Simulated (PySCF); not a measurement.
# BH2(OEt): geometry, NMR shifts, electronic excitations, spin-spin couplings and core binding energies, part 2 of 2

PySCF 2.14.0. Atoms count from 0. The steps go on from the part before.

## 7. X-ray photoelectron lines: SCAN, X2C

Job settings and geometry (Å):

```
{"job": {"kind": "xps", "metal_2p": true}, "charge": 0, "multiplicity": 1}
B      0.888750     1.482481    -0.937035
H      1.995741     1.150165    -0.559501
H      0.711614     2.279243    -1.828716
O     -0.203065     0.965698    -0.360861
C     -0.153601     0.009358     0.680729
C     -0.709419    -1.314636     0.210611
H      0.885855    -0.099538     1.037337
H     -0.756195     0.404626     1.514745
H     -0.765476    -2.026489     1.047786
H     -1.721522    -1.182937    -0.200068
H     -0.074631    -1.753461    -0.574128
```

Method: delta-SCF UKS SCAN, pcX-2 on the ionised atom (unc-x2c-TZVPall on a metal), pcseg-1 elsewhere, spin-free X2C.

Output:

```text
ground state, core basis on atom 0 (B), 122 functions
  cycle   1  E = -180.42801066  |g| = 5.64e-01
  cycle   2  E = -180.25271024  |g| = 1.09e+00
  cycle   3  E = -180.49010567  |g| = 1.70e-01
  cycle   4  E = -180.49657894  |g| = 3.42e-02
  cycle   5  E = -180.49686606  |g| = 1.10e-02
  cycle   6  E = -180.49689609  |g| = 3.17e-03
  cycle   7  E = -180.49689732  |g| = 1.05e-03
  cycle   8  E = -180.49689880  |g| = 3.91e-04
  E(ground) = -180.50622186 Eh
hole in B 1s of atom 0
  cycle   1  E = -172.87914706  |g| = 1.15e+00
  cycle   2  E = -171.08527047  |g| = 1.82e+00
  cycle   3  E = -173.10979793  |g| = 5.22e-01
  cycle   4  E = -173.25234169  |g| = 2.00e-01
  cycle   5  E = -173.26544627  |g| = 1.39e-01
  cycle   6  E = -173.27090492  |g| = 7.44e-02
  cycle   7  E = -173.27333487  |g| = 1.28e-02
  cycle   8  E = -173.27348847  |g| = 5.96e-03
  cycle   9  E = -173.27354198  |g| = 5.00e-03
  cycle  10  E = -173.27358700  |g| = 3.07e-03
  cycle  11  E = -173.27360850  |g| = 1.21e-03
  cycle  12  E = -173.27361198  |g| = 3.70e-04
  E(ion) = -173.28223478 Eh   <S^2> = 0.8232   hole on atom = 1.000   binding energy = 196.575 eV
ground state, core basis on atom 3 (O), 122 functions
  cycle   1  E = -180.53182886  |g| = 1.06e-01
  cycle   2  E = -180.52983673  |g| = 1.19e-01
  cycle   3  E = -180.53183950  |g| = 5.57e-02
  cycle   4  E = -180.53238476  |g| = 2.84e-03
  cycle   5  E = -180.53238512  |g| = 8.69e-04
  cycle   6  E = -180.53238617  |g| = 1.09e-04
  E(ground) = -180.53807811 Eh
hole in O 1s of atom 3
  cycle   1  E = -159.90432653  |g| = 2.23e+00
  cycle   2  E = -159.40862711  |g| = 2.24e+00
  cycle   3  E = -160.67558777  |g| = 4.12e-01
  cycle   4  E = -160.72022516  |g| = 1.22e-01
  cycle   5  E = -160.72649420  |g| = 4.24e-02
  cycle   6  E = -160.72731694  |g| = 7.56e-03
  cycle   7  E = -160.72734090  |g| = 1.66e-03
  cycle   8  E = -160.72734229  |g| = 5.68e-04
  cycle   9  E = -160.72734225  |g| = 2.27e-04
  E(ion) = -160.73296294 Eh   <S^2> = 0.7620   hole on atom = 1.000   binding energy = 538.925 eV
ground state, core basis on atom 4 (C), 122 functions
  cycle   1  E = -180.50373776  |g| = 9.86e-02
  cycle   2  E = -180.49977839  |g| = 1.65e-01
  cycle   3  E = -180.50488669  |g| = 1.95e-02
  cycle   4  E = -180.50496127  |g| = 2.89e-03
  cycle   5  E = -180.50496335  |g| = 7.06e-04
  cycle   6  E = -180.50496306  |g| = 8.73e-05
  E(ground) = -180.51290219 Eh
hole in C 1s of atom 4
  cycle   1  E = -169.20014409  |g| = 1.50e+00
  cycle   2  E = -167.65703789  |g| = 2.28e+00
  cycle   3  E = -169.64041838  |g| = 5.00e-01
  cycle   4  E = -169.70060606  |g| = 3.79e-01
  cycle   5  E = -169.75131228  |g| = 1.03e-01
  cycle   6  E = -169.75520828  |g| = 2.02e-02
  cycle   7  E = -169.75543356  |g| = 5.90e-03
  cycle   8  E = -169.75546129  |g| = 3.07e-03
  cycle   9  E = -169.75547003  |g| = 1.72e-03
  cycle  10  E = -169.75547300  |g| = 4.37e-04
  E(ion) = -169.76273212 Eh   <S^2> = 0.7744   hole on atom = 1.000   binding energy = 292.527 eV
ground state, core basis on atom 5 (C), 122 functions
  cycle   1  E = -180.50204226  |g| = 5.90e-02
  cycle   2  E = -180.50196197  |g| = 2.91e-02
  cycle   3  E = -180.50198585  |g| = 2.80e-02
  cycle   4  E = -180.50213101  |g| = 7.22e-03
  cycle   5  E = -180.50214368  |g| = 4.04e-04
  E(ground) = -180.51031488 Eh
hole in C 1s of atom 5
  cycle   1  E = -169.25521088  |g| = 1.50e+00
  cycle   2  E = -168.74161273  |g| = 1.71e+00
  cycle   3  E = -169.77084169  |g| = 3.13e-01
  cycle   4  E = -169.79663793  |g| = 1.75e-01
  cycle   5  E = -169.80713637  |g| = 5.18e-02
  cycle   6  E = -169.80807653  |g| = 7.96e-03
  cycle   7  E = -169.80810379  |g| = 5.01e-03
  cycle   8  E = -169.80811832  |g| = 1.60e-03
  cycle   9  E = -169.80812014  |g| = 7.91e-04
  cycle  10  E = -169.80812055  |g| = 2.16e-04
  E(ion) = -169.81520162 Eh   <S^2> = 0.7677   hole on atom = 1.000   binding energy = 291.029 eV
```

It took 18 s on 1 thread of Arm Neoverse V2, shared host; peak memory 0.38 GiB.

The holes in one table. −ε is the ground-state orbital energy:

| hole | stands for | environment | ΔSCF (eV) | −ε (eV) | ⟨S²⟩ |
| --- | --- | --- | --- | --- | --- |
| B1s on B0 | B0 | boron bonded to O, 2 H | 196.57 | 180.4 | 0.823 |
| O1s on O3 | O3 | oxygen bonded to C, B | 538.92 | 517.3 | 0.762 |
| C1s on C4 | C4 | carbon bonded to C, O, 2 H | 292.53 | 275.3 | 0.774 |
| C1s on C5 | C5 | carbon bonded to C, 3 H | 291.03 | 273.7 | 0.768 |

## 8. Side by side: NMR shifts

Shifts (ppm), means over like atoms, with basis size and wall time:

| run | C4 | C5 | H1 | H6 | H8 | B0 | O3 | functions | time |
| --- | --- | --- | --- | --- | --- | --- | --- | --- | --- |
| PBE0/pcSseg-1 | 73.6 | 20.1 | 5.08 | 4.13 | 1.31 | 46.5 | 246.3 | 103 | 7.9 s |
| wB97X-D/pcSseg-1 | 72.8 | 20.3 | 4.95 | 4.07 | 1.31 | 45.2 | 229.9 | 103 | 5.6 s |

## 9. Outcome

The summary covers parts 1 to 2.

```
                                                              quantity                        value
                                                           point group                           C1
                                  rotational constants (main isotopes)        22.77, 4.60, 4.48 GHz
                                ¹³C shifts against TMS (PBE0/pcSseg-1)               73.6, 20.1 ppm
¹H shifts against TMS (PBE0/pcSseg-1, means over atoms taken as alike)         5.08, 4.13, 1.31 ppm
                           ¹¹B shifts against BF3·OEt2 (PBE0/pcSseg-1)                     46.5 ppm
                                ¹⁷O shifts against H2O (PBE0/pcSseg-1)                    246.3 ppm
                                 surface potential, 1st and 99th percentile           -1.19 V and 0.92 V
                                  lowest singlet (CAM-B3LYP/def2-SVPD)  6.31 eV (197 nm), f = 0.000
                              brightest single state of those computed  state 3, 8.27 eV, f = 0.178
                                                        lowest triplet                      5.73 eV
                           largest coupling of the table (B3LYP/pcJ-1)      ¹J(B,H) B0–H1, 152.6 Hz
                                      C1s binding energies, SCAN/pcX-2      C4 292.53, C5 291.03 eV
                                      B1s binding energies, SCAN/pcX-2                 B0 196.57 eV
                                      O1s binding energies, SCAN/pcX-2                 O3 538.92 eV
                                              range of the shift of O3           229.9 to 246.3 ppm
```

The start was shaken at random, so part of the energy gained undoes that. Relaxing lowered the energy by 0.676 eV in 9 steps; the close pair that moved most is B0–H1, from 1.087 to 1.216 Å. At PBE0/pcSseg-1: The widest tensor belongs to O3: span 463 ppm, with a paramagnetic part of -307 ppm. The lowest singlet, at 6.31 eV, is HOMO→LUMO 0.95 and is dark; of the 10 states computed, the strongest absorption comes from state 3 at 8.27 eV. The lowest triplet lies 0.58 eV below the lowest singlet (triplets in Tamm-Dancoff, singlets in full TDDFT). Of the pairs tabulated at B3LYP/pcJ-1, B0–H1 (mean over like pairs) couples most strongly (152.6 Hz; Fermi contact 152.6 Hz). Couplings across rotatable bonds belong to this one conformer; where others are populated, the observed values are averages. C4 (carbon bonded to C, O, 2 H) binds its C1s electron 1.50 eV more tightly than C5 (carbon bonded to C, 3 H). In ppm, O3 moves most: its shift spreads over 16.3 ppm, from 229.9 (wB97X-D/pcSseg-1) to 246.3 (PBE0/pcSseg-1).
